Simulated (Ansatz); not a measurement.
# GaH₃S₃: one species, many methods

Aim: compute GaH₃S₃ with functionals from several rungs and with coupled cluster, and see how far each lands from CCSD(T) at the basis-set limit for the atomisation energy.

Method: functionals in def2-TZVPP, the program's frozen cores in correlated methods; program: Ansatz 0.2.0, Gaussian basis.

The runs, in order: LDA (SPW92), PBE-D4, revPBE-D4, BLYP-D4, r2SCAN-D4, B97M-V, PBE0-D4, B3LYP-D4, r2SCANh-D4, r2SCAN0-D4, HSE06-D4, BHLYP-D4, CAM-B3LYP-D4, LC-ωPBE, ωB97X-V, ωB97M-V, B2PLYP, PBE-QIDH; CCSD(T)/def2-SVP; CCSD(T)/def2-TZVPP; MP2/def2-QZVPP; extrapolation to the limit; RPA on PBE.

## (1) Structure used throughout

An earlier PBE0-D4 in a triple-zeta def2 set relaxation fixed the geometry.

7 atoms, charge 0, spin multiplicity 1.

Atoms are counted from 1 here; the program's logs count them from 0.

Bond lengths: S1–Ga2 2.198 Å, S1–H5 1.343 Å, Ga2–S3 2.195 Å, Ga2–S4 2.193 Å, S3–H6 1.343 Å, S4–H7 1.344 Å. Angles: Ga2–S1–H5 94.4°, S1–Ga2–S3 123.6°, S1–Ga2–S4 119.2°, S3–Ga2–S4 117.2°, Ga2–S3–H6 94.1°, Ga2–S4–H7 93.4°.

## (2) LDA

This LDA is Slater exchange with PW92 correlation.

Input file in.yaml:

```yaml
crystal:
  periodic: [false, false, false]
  atoms:
    - {symbol: S, position_ang: [0.674953, 0.806606, -1.591781]}
    - {symbol: Ga, position_ang: [0.103694, -0.182210, 0.286653]}
    - {symbol: S, position_ang: [-1.971707, -0.370725, 0.976975]}
    - {symbol: S, position_ang: [1.666902, -1.033820, 1.567080]}
    - {symbol: H, position_ang: [-0.586677, 1.114408, -1.933673]}
    - {symbol: H, position_ang: [-2.484639, 0.264213, -0.089406]}
    - {symbol: H, position_ang: [2.658773, -0.666572, 0.738451]}
basis:
  gaussian: {orbitals: def2-TZVPP}
hamiltonian: {xc: lda}
output: {orbitals: {seedname: orbitals}}
```

After this run come: PBE-D4 (GGA); revPBE-D4 (GGA); BLYP-D4 (GGA); r2SCAN-D4 (meta-GGA); B97M-V (meta-GGA); PBE0-D4 (hybrid); B3LYP-D4 (hybrid); r2SCANh-D4 (hybrid); r2SCAN0-D4 (hybrid); HSE06-D4 (hybrid); BHLYP-D4 (hybrid); CAM-B3LYP-D4 (range-separated); LC-ωPBE (range-separated); ωB97X-V (range-separated); ωB97M-V (range-separated); B2PLYP (double hybrid); PBE-QIDH (double hybrid); CCSD(T) in def2-SVP; CCSD(T) in def2-TZVPP; MP2 in def2-QZVPP; RPA on PBE orbitals.

**Question.** What will the summary of the whole plan be? Wanted: atomisation energy, CCSD(T)/CBS; farthest beyond LDA; mean size of error, GGA; mean size of error, meta-GGA; mean size of error, hybrid; mean size of error, range-separated; mean size of error, double hybrid; gap, smallest and largest; T1 diagnostic.

The runs gave:

| quantity | value |
| --- | --- |
| atomisation energy, CCSD(T)/CBS | 20.733 eV |
| functionals within 0.207 eV (1.0 %) | PBE-D4, r2SCAN-D4, PBE0-D4, r2SCANh-D4, HSE06-D4, ωB97X-V, ωB97M-V, PBE-QIDH |
| farthest beyond LDA | BHLYP-D4 (-0.893 eV) |
| mean size of error, GGA | 0.377 eV |
| mean size of error, meta-GGA | 0.210 eV |
| mean size of error, hybrid | 0.307 eV |
| mean size of error, range-separated | 0.287 eV |
| mean size of error, double hybrid | 0.404 eV |
| gap, smallest and largest | 4.45 eV (LDA (SPW92)), 11.57 eV (LC-ωPBE) |
| T1 diagnostic | 0.0125 |
| triples share of the correlation energy | 4.6 % |

In words: LDA overbinds by 3.098 eV (15 %). PBE-D4 misses by +0.127 eV. Double hybrids carry the basis error of their MP2 part in triple zeta, and no dispersion term here, so their miss is partly the set-up's. By mean error the best rung here is meta-GGA (0.210 eV) and the worst beyond LDA is double hybrid (0.404 eV). The gap between the best rungs is small, so their order is not settled. The reference freezes the cores and leaves out relativity and excitations past (T), and its outer-core shells are covered unevenly, so misses under about 0.207 eV can't be ranked. Hartree-Fock recovers 69 % of the binding; the rest is correlation. CCSD(T) in def2-SVP is off by -1.871 eV, which most functionals beat. The gap grows from 4.4 to 11.6 eV across the functionals, mostly with the share of exact exchange. Correlated methods include outer-core shells of Ga, which these sets cover unevenly.
